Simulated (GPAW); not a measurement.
# TiO2 (I4_1/amd) in GPAW: further runs

The runs below take TiO2 through band structure, single point, with LDA, GLLB-SC, TB-mBJ.

All numbers are computed with GPAW 26.7.0; they aren't measurements. Logs are shortened: lines on timing, memory, paths and dates and some standing lists are left out, and cuts for length are marked. The log counts tension as positive stress, the text compression.

## (1) Starting point

Symmetry: I4_1/amd, No. 141, tetragonal system. Conventional cell: a = 3.784 Å, b = 3.784 Å, c = 9.515 Å, α = 90.00°, β = 90.00°, γ = 90.00°. Ti (site symmetry -4m2) has 6 O at 1.93 to 1.98 Å as nearest neighbours. O (site symmetry 2mm) is surrounded by 3 Ti at 1.93 to 1.98 Å.

## (2) Band structure, LDA

Contents of run.py:

```python
from ase import Atoms
from ase.dft.bandgap import bandgap
from ase.io import write
from ase.units import GPa
from gpaw import GPAW, PW

atoms = Atoms(['Ti', 'Ti', 'O', 'O', 'O', 'O'],
              cell=[[-1.8921, 1.8921, 4.7573],
                    [1.8921, -1.8921, 4.7573],
                    [1.8921, 1.8921, -4.7573]],
              scaled_positions=[[0.0, 0.0, 0.0],
                                [0.75, 0.25, 0.5],
                                [0.2081, 0.2081, 0.0],
                                [0.9581, 0.4581, 0.5],
                                [0.5419, 0.0419, 0.5],
                                [0.7919, 0.7919, 0.0]],
              pbc=True)

calc = GPAW(mode=PW(800),
            xc='LDA',
            kpts={'size': (6, 6, 6), 'gamma': True},
            occupations={'name': 'fermi-dirac', 'width': 0.05},
            nbands=43,
            convergence={'density': 1e-05, 'energy': 1e-05},
            maxiter=150,
            txt='gpaw.txt')
atoms.calc = calc
energy = atoms.get_potential_energy()
forces = atoms.get_forces()
stress = atoms.get_stress()
calc.write('gs.gpw')
write('result.traj', atoms)
print(f'Energy: {energy:.6f} eV')
print('Forces (eV/A):')
print(forces.round(4))
print('Stress (GPa):', (stress / GPa).round(3))
print('Fermi level:', round(calc.get_fermi_level(), 4), 'eV')
print(f'Gap: {bandgap(calc)[0]:.4f} eV, direct: {bandgap(calc, direct=True)[0]:.4f} eV')

path = atoms.cell.bandpath('GXYSGZS1NPY1Z,XP', npoints=60, eps=1e-4)
bs_calc = calc.fixed_density(kpts=path, symmetry='off', nbands=61,
                             convergence={'bands': 'CBM+6.0', 'eigenstates': 1e-6}, txt='bands.txt')
bs = bs_calc.band_structure()
bs.write('bs.json')
print(f'Gap on the path: {bandgap(bs_calc)[0]:.4f} eV')
```

Potentials or basis: the program's PAW data sets (release 1.2.1) made for this functional, pw.

Started as:

```sh
$ OMP_NUM_THREADS=1 python run.py
```

gpaw.txt:

```text
__  _  _
 | _ |_)|_||  |
 |__||  | ||/\| - 26.7.0

Input parameters:
  mode=PW(ecut=800.0),
  convergence={'density': 1e-05, 'energy': 1e-05},
  kpts=MonkhorstPack(size=(6, 6, 6), gamma=True),
  maxiter=150,
  nbands=43,
  occupations=Occupations(name='fermi-dirac', width=0.05),
  xc=XC(name='LDA')

Diagonalizing LCAO Hamiltonian
Converting LCAO to pw mode

       O

         O

         Ti

       O O

       Ti

Atoms  # Å, Bohr magnetons
|   | symbol |         x |         y |        z |    initial magnetic moments |
|---|--------|-----------|-----------|----------|-----------------------------|
| 0 |     Ti |  0.000000 |  0.000000 | 0.000000 | ( 0.0000,  0.0000,  0.0000) |
| 1 |     Ti |  0.000000 |  1.892100 | 2.378650 | ( 0.0000,  0.0000,  0.0000) |
| 2 |      O |  0.000000 | -0.000000 | 1.979988 | ( 0.0000,  0.0000,  0.0000) |
| 3 |      O |  0.000000 |  1.892100 | 4.358638 | ( 0.0000,  0.0000,  0.0000) |
| 4 |      O |  0.000000 |  1.892100 | 0.398662 | ( 0.0000,  0.0000,  0.0000) |
| 5 |      O | -0.000000 |  0.000000 | 7.534612 | ( 0.0000,  0.0000,  0.0000) |

Unit cell  # Å
| periodic |         x |         y |         z |  lengths |     angles |
|----------|-----------|-----------|-----------|----------|------------|
|      yes | -1.892100 |  1.892100 |  4.757300 | 5.458204 | 139.434593 |
|      yes |  1.892100 | -1.892100 |  4.757300 | 5.458204 | 139.434593 |
|      yes |  1.892100 |  1.892100 | -4.757300 | 5.458204 |  58.712803 |

Number of symmetries: 8
Symmetry operations  # r_c * U_cc + t_c -> r_c
|   | kind |            matrix            |
|---|------|------------------------------|
| 0 |  σ   |  1, 1, 1,  0, 0,-1,  0,-1, 0 |
| 1 |  E   |  1, 0, 0,  0, 1, 0,  0, 0, 1 |
| 2 |  C2  |  0, 1, 0,  1, 0, 0, -1,-1,-1 |
| 3 |  S4  |  0, 0, 1, -1,-1,-1,  0, 1, 0 |
| 4 |  σ   |  0, 0,-1,  1, 1, 1, -1, 0, 0 |
| 5 |  C2  |  0,-1, 0, -1, 0, 0,  0, 0,-1 |
| 6 |  C2  | -1, 0, 0,  0,-1, 0,  1, 1, 1 |
| 7 |  S4  | -1,-1,-1,  0, 0, 1,  1, 0, 0 |

BZ-sampling:
  Number of BZ points: 216
  Number of IBZ points: 30

  Monkhorst-Pack size: [6, 6, 6]
  Monkhorst-Pack shift: [0.08333333333333333, 0.08333333333333333, 0.08333333333333333]

K-points  # in reciprocal-cell coordinates
|     |                                coordinates |     weight |
|-----|--------------------------------------------|------------|
|   0 | (  0.00000000,   0.00000000,   0.00000000) | 0.00462963 |
|   1 | (  0.16666667,  -0.16666667,   0.00000000) | 0.01851852 |
|   2 | (  0.16666667,  -0.16666667,   0.16666667) | 0.01851852 |
|   3 | (  0.16666667,   0.00000000,   0.00000000) | 0.03703704 |
|   4 | (  0.16666667,   0.16666667,  -0.16666667) | 0.00925926 |
|   5 | (  0.33333333,  -0.33333333,   0.00000000) | 0.01851852 |
|   6 | (  0.33333333,  -0.33333333,   0.16666667) | 0.03703704 |
|   7 | (  0.33333333,  -0.33333333,   0.33333333) | 0.01851852 |
|   8 | (  0.33333333,  -0.16666667,   0.00000000) | 0.07407407 |
|   9 | (  0.33333333,  -0.16666667,   0.16666667) | 0.03703704 |
| ... |                                            |            |
|  29 | (  0.50000000,   0.50000000,   0.50000000) | 0.00462963 |

Plane wave coefficients: 3534
Cutoff: 800.0 eV

Spin-components: 1 (collinear spins)
Bands:           43
Projectors:      32
Spin-degeneracy: 2
Datatype:        complex128

Parallelization:
  kpt:    1
  domain: 1
  band:   1

Density:
  Valence electrons: 48.0
  Components: 1
  Grid points: [36 36 36]
  Charge: 0.0  # |e|

Potential:
  Grid points: [36 36 36]

species:
  Ti:
    name:    Titanium
    Z:       22.0
    valence: 12
    core:    10
    charge:  0.0  # [|e|]
    compensation charges:
      type: gauss
      rc: 0.38  # [Å]
      lmax: 2
    cutoffs:
      filter: 2.23  # [Å]
      core: 1.02  # [Å]
    projectors
    | kind |    occ | energy [eV] | rcut [Å] |
    |------|--------|-------------|----------|
    |   3s |  2.000 |     -62.257 |    1.270 |
    |   4s |  2.000 |      -4.593 |    1.270 |
    |   3p |  6.000 |     -38.791 |    1.058 |
    |   4p |  0.000 |      -1.536 |    1.058 |
    |   3d |  2.000 |      -4.463 |    1.058 |
    |    d |        |      22.748 |    1.058 |

    Using partial waves for Ti as LCAO basis

  O:
    name:    Oxygen
    Z:       8.0
    valence: 6
    core:    2
    charge:  0.0  # [|e|]
    compensation charges:
      type: gauss
      rc: 0.21  # [Å]
      lmax: 2
    cutoffs:
      filter: 1.17  # [Å]
      core: 0.83  # [Å]
    projectors
    | kind |    occ | energy [eV] | rcut [Å] |
    |------|--------|-------------|----------|
    |   2s |  2.000 |     -23.752 |    0.688 |
    |   2p |  4.000 |      -9.195 |    0.598 |
    |    s |        |       3.459 |    0.688 |
    |    p |        |      18.016 |    0.598 |
    |    d |        |       0.000 |    0.619 |

    Using partial waves for O as LCAO basis

Reference energy: -54459.530392  # eV

eigensolver:
  PPCG
  Converge bands: occupied
  niter=2

density mixing:
  MSR1-Mixer
  Pratt-step length: 0.05
  Maximum mixing coefficient: 0.75
  Old densities: 10
  SVD Regularization: 0.005
  Good broyden scale: 1.0
  Trust region scale: 1.0
  Backstep threshold: 4.0
  History deletion threshold: 6.0
  Fourier metric: weight=20.0, sigma=0.015

occupation numbers:
  Fermi-Dirac:
    width: 0.0500  # eV

poisson solver:
  ecut: 6400.0  # eV

xc functional:
  name: None

convergence criteria:
- Maximum integral of absolute [dens]ity change: 1e-05 electrons / valence electron
- Maximum [total energy] change in last 3 cyles: 1e-05 eV / valence electron
- Maximum integral of absolute [eigenst]ate change: 4e-08 eV^2 / valence electron
maximum number of iterations: 150

SCF iterations
|iter     | |      energy | eigst |  dens |
|---------|-|-------------|-------|-------|
|iter:   1| |  -66.699660 | +0.10 |       |
|iter:   2| |  -63.773240 | -1.76 | -0.79 |
|iter:   3| |  -58.221094 | -0.64 | -0.85 |
|iter:   4| |  -57.713066 | -1.83 | -1.32 |
|iter:   5| |  -57.654177 | -2.65 | -1.62 |
|iter:   6| |  -57.637753 | -3.46 | -2.04 |
|iter:   7| |  -57.637628 | -4.70 | -2.94 |
|iter:   8| |  -57.637633c| -5.91 | -3.50 |
|iter:   9| |  -57.637630c| -6.87 | -4.02 |
|iter:  10| |  -57.637630c| -7.70c| -4.33 |
|iter:  11| |  -57.637630c| -8.07c| -4.96 |
|iter:  12| |  -57.637630c| -8.35c| -5.29c|

Converged in 12 steps
Energy contributions relative to reference atoms: (reference = -54459.530392)

Energy contributions:
  Kinetic:          54.996670
  Coulomb:         -65.552262
  Zero:              1.154246
  External:          0.000000
  Xc:              -48.236284
  Entropy:          -0.000000
  Spinorbit:         0.000000
  ----------------------------
  Free energy:     -57.637630
  Extrapolated:    -57.637630

dipole moment: (-26.537529, -6.893342, 11.200866)  # |e|*Ang

Fermi level: 4.732
Eigenvalues  # (at kpt = [0.000, 0.000, 0.000])
| band index |      eig [eV] | occ [0-2] |
|------------|---------------|-----------|
|          0 |       -51.951 |     2.000 |
|        ... |               |           |
|         16 |         1.631 |     2.000 |
|         17 |         1.631 |     2.000 |
|         18 |         1.700 |     2.000 |
|         19 |         2.984 |     2.000 |
|         20 |         2.987 |     2.000 |
|         21 |         2.987 |     2.000 |
[... 8 lines left out ...]
|         30 |         8.863 |     0.000 |
|         31 |         9.142 |     0.000 |
|        ... |               |           |
|         42 |        21.911 |     0.000 |

Gap: 2.069 eV
Transition (v -> c):
  (s=0, k=26, n=23, [0.50, 0.50, 0.00]) -> (s=0, k=0, n=24, [0.00, 0.00, 0.00])
Direct/indirect transitions are different
Direct gap: 2.385 eV
Transition at: (s=0, k=14, n=23, [0.33, 0.33, -0.33])

Forces  # eV/Ang
|        x |        y |        z |
|----------|----------|----------|
|  0.00000 |  0.00000 |  0.00000 |  # Ti   0
| -0.00000 | -0.00000 |  0.00000 |  # Ti   1
|  0.00000 |  0.00000 | -0.08887 |  # O    2
|  0.00000 |  0.00000 | -0.08888 |  # O    3
|  0.00000 |  0.00000 |  0.08888 |  # O    4
|  0.00000 |  0.00000 |  0.08887 |  # O    5

Stress tensor  # eV/Ang^3
|         x |         y |        z |
|-----------|-----------|----------|
|  0.037150 | -0.000000 | 0.000000 |
| -0.000000 |  0.037150 | 0.000000 |
|  0.000000 |  0.000000 | 0.031141 |

# Writing to gs.gpw (mode='')
```

Wall time 4 min (1 thread of AMD EPYC 7R43 (Zen 3), shared host); peak memory 0.64 GiB.

Results:

```yaml
Free_energy: -57.6376 eV
Pressure: -5.6 GPa
Largest_force: 0.089 eV/Å
Band_gap_on_the_k_mesh: 2.07 eV, indirect (least direct gap 2.39 eV)
Band_gap_along_the_path: 2.02 eV, indirect (least direct gap 2.38 eV)
```

Forces on the atoms (eV/Å):
```
Ti   0.000  0.000  0.000
Ti   0.000  0.000  0.000
O    0.000  0.000 -0.089
O    0.000  0.000 -0.089
O    0.000  0.000  0.089
O    0.000  0.000  0.089
```

Stress tensor (GPa, compression positive):
```
-5.95  0.00  0.00
 0.00 -5.95  0.00
 0.00  0.00 -4.99
```

Levels at the corners of the path, in eV from the valence-band top:
| point | band 21 | band 22 | band 23 | band 24 | band 25 | band 26 | band 27 | band 28 |
| --- | --- | --- | --- | --- | --- | --- | --- | --- |
| Γ | -0.77 | -0.77 | -0.49 | -0.49 | 2.02 | 2.79 | 3.94 | 3.94 |
| X | -2.11 | -2.11 | -0.05 | -0.05 | 3.30 | 3.30 | 3.79 | 3.79 |
| Y | -1.95 | -1.95 | -0.09 | -0.09 | 3.27 | 3.27 | 3.74 | 3.74 |
| S | -1.22 | -0.95 | -0.94 | -0.83 | 3.15 | 3.43 | 3.54 | 3.60 |
| Γ | -0.77 | -0.77 | -0.49 | -0.49 | 2.02 | 2.79 | 3.94 | 3.94 |
| Z | -1.28 | -1.28 | -0.13 | -0.13 | 2.39 | 2.39 | 3.73 | 3.73 |
| S1 | -1.22 | -0.95 | -0.94 | -0.83 | 3.15 | 3.43 | 3.54 | 3.60 |
| N | -2.01 | -0.99 | -0.85 | -0.65 | 3.18 | 3.50 | 3.53 | 3.63 |
| P | -1.63 | -1.63 | -0.26 | -0.26 | 3.54 | 3.54 | 3.57 | 3.57 |
| Y1 | -1.95 | -1.95 | -0.09 | -0.09 | 3.27 | 3.27 | 3.74 | 3.74 |
| Z | -1.28 | -1.28 | -0.13 | -0.13 | 2.39 | 2.39 | 3.73 | 3.73 |
| X | -2.11 | -2.11 | -0.05 | -0.05 | 3.30 | 3.30 | 3.79 | 3.79 |
| P | -1.63 | -1.63 | -0.26 | -0.26 | 3.54 | 3.54 | 3.57 | 3.57 |

(Part 1 of 2 ends here.)
